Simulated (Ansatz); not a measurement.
**Si2Mo: pressure up to the limit of the methods**

The task here is to estimate one member of a computed series from the others.

Computed with Ansatz 0.2.0 (DFT PBEsol, with the methods named in each step, unless a step's input says otherwise).

**The starting structure**

The structure is tetragonal, space group I4/mmm (No. 139). The conventional cell has a = 3.100 Å, b = 3.100 Å, c = 7.596 Å, α = 90.00°, β = 90.00°, γ = 90.00°. Around Mo (site symmetry 4/mmm) lie 10 Si at 2.53 to 2.54 Å. Si (site symmetry 4mm) has 5 Si at 2.51 to 2.54 Å and 5 Mo at 2.53 to 2.54 Å in its first shell of neighbours.

Coordinates:

```xyz
3
Lattice="-1.5502 1.5502 3.7980 1.5502 -1.5502 3.7980 1.5502 1.5502 -3.7980" Properties=species:S:1:pos:R:3 pbc="T T T"
Mo    0.0000    0.0000    0.0000
Si    0.0000    0.0000    2.5447
Si    0.0000    0.0000   -2.5447
```

Whether this phase is the stable one at these pressures isn't tested.

Atoms are numbered in the order of the input: Mo1, Si2, Si3.

Set-up of the first run:

input.yaml reads:

```yaml
crystal:
  lattice:
    - [-1.5502181398, 1.5502181398, 3.7980344424]
    - [1.5502181398, -1.5502181398, 3.7980344424]
    - [1.5502181398, 1.5502181398, -3.7980344424]
  atoms:
    - { symbol: Mo, position: [0.0, 0.0, 0.0] }
    - { symbol: Si, position: [0.335, 0.335, 0.0] }
    - { symbol: Si, position: [-0.335, -0.335, 0.0] }
kpoints:
  mp_grid: { grid: [14, 14, 14] }
scf:
  occupations: { method: fermi_dirac, width: 0.05 }
hamiltonian:
  xc: pbesol
  pseudopotentials: { kind: paw }
output:
  forces: true
  stress: true
relax:
  f_tol: 0.005
  max_steps: 40
  cell: {}
```

Run with:

```
ansatz run input.yaml --threads 1 --pin off --max-ram 3072MiB --backend cpu --events-out ev --progress --plain --runs-dir out
```

Steps of the session up to this table: Cell relaxed at zero pressure, PAW; Volume scaled by 1, PAW; Shape and atoms relaxed at 0.94 of the volume, PAW; Volume scaled by 0.94, PAW; Volume scaled by 0.94, PAW (level accurate); Shape and atoms relaxed at 0.88 of the volume, PAW; Volume scaled by 0.88, PAW; Shape and atoms relaxed at 0.8 of the volume, PAW; Volume scaled by 0.8, PAW; Shape and atoms relaxed at 0.72 of the volume, PAW; Volume scaled by 0.72, PAW; Shape and atoms relaxed at 0.62 of the volume, PAW; Volume scaled by 0.62, PAW; Volume scaled by 0.62, PAW (source ansatz).

One of the session's tables, all rows but one given; the rest of the session is left out.

| method | volume over the first | volume (Å³/atom) | pressure (GPa) | largest force (eV/Å) |
| --- | --- | --- | --- | --- |
| PAW | 1 | 13.263 | 0.04 | 0.000 |
| PAW | 0.94 | 12.467 | 15.54 | 0.000 |
| PAW | 0.88 | 11.672 | 36.93 | 0.000 |
| PAW | 0.8 | ? | ? | ? |
| PAW | 0.72 | 9.550 | 144.04 | 0.000 |
| PAW | 0.62 | 8.223 | 282.52 | 0.001 |
| PAW (level accurate) | 0.94 | 12.467 | 15.59 | 0.001 |
| PAW (source ansatz) | 0.62 | 8.223 | 282.67 | 0.008 |

Estimate the missing values for PAW, 0.8.

As computed: volume (Å³/atom): 10.611; pressure (GPa): 78.78; largest force (eV/Å): 0.002. In the column «volume (Å³/atom)» it lies between PAW, 0.72 (9.550) and PAW, 0.88 (11.672).
